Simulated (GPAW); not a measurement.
SnTe3:

```xyz
4
Lattice="0.0000 3.8612 3.8612 3.8612 0.0000 3.8612 3.8612 3.8612 0.0000" Properties=species:S:1:pos:R:3 pbc="T T T"
Te    3.8612    3.8612    3.8612
Te    5.7918    5.7918    5.7918
Te    1.9306    1.9306    1.9306
Sn    0.0000    0.0000    0.0000
```

The cell comes from a database or a generator and needn't be the stable form of this composition.

```yaml
Program: GPAW 26.7.0
Task: single point
Functional: PBEsol
Potentials_or_basis: PAW data sets generated in the run's folder for this functional
Cutoff: 600 eV
Basis: pw
k_mesh: 6 × 6 × 6
Occupations: fermi-dirac, width 0.05 eV
Spin: no spin polarisation
```

On this cell: pressure -3.2 GPa; largest force zero by symmetry; band gap on the k mesh none (metal or under the smearing width).

The same run follows on a disturbed copy (atoms moved at random, drawn with an rms of 0.05 Å):

```
CELL_PARAMETERS angstrom
0.00000 3.86122 3.86122
3.86122 0.00000 3.86122
3.86122 3.86122 0.00000
ATOMIC_POSITIONS crystal
Te 0.50080 0.50963 0.48816
Te 0.75328 0.74682 0.74937
Te 0.24050 0.25636 0.25588
Sn 0.99971 0.00010 0.99934
```

Q: What changes?

A: The energy (extrapolated to zero smearing) moves by -0.3 meV/atom; pressure -3.2 GPa; largest force 0.090 eV/Å; band gap on the k mesh none (metal or under the smearing width).

Forces in eV/Å, atoms in the order of the input:
```
Te  -0.044 -0.031  0.040
Te   0.061  0.033 -0.057
Te   0.003  0.050 -0.041
Sn  -0.020 -0.053  0.058
```

Stress tensor (GPa, compression positive):
```
-3.16  0.03  0.13
 0.03 -3.21 -0.30
 0.13 -0.30 -3.22
```
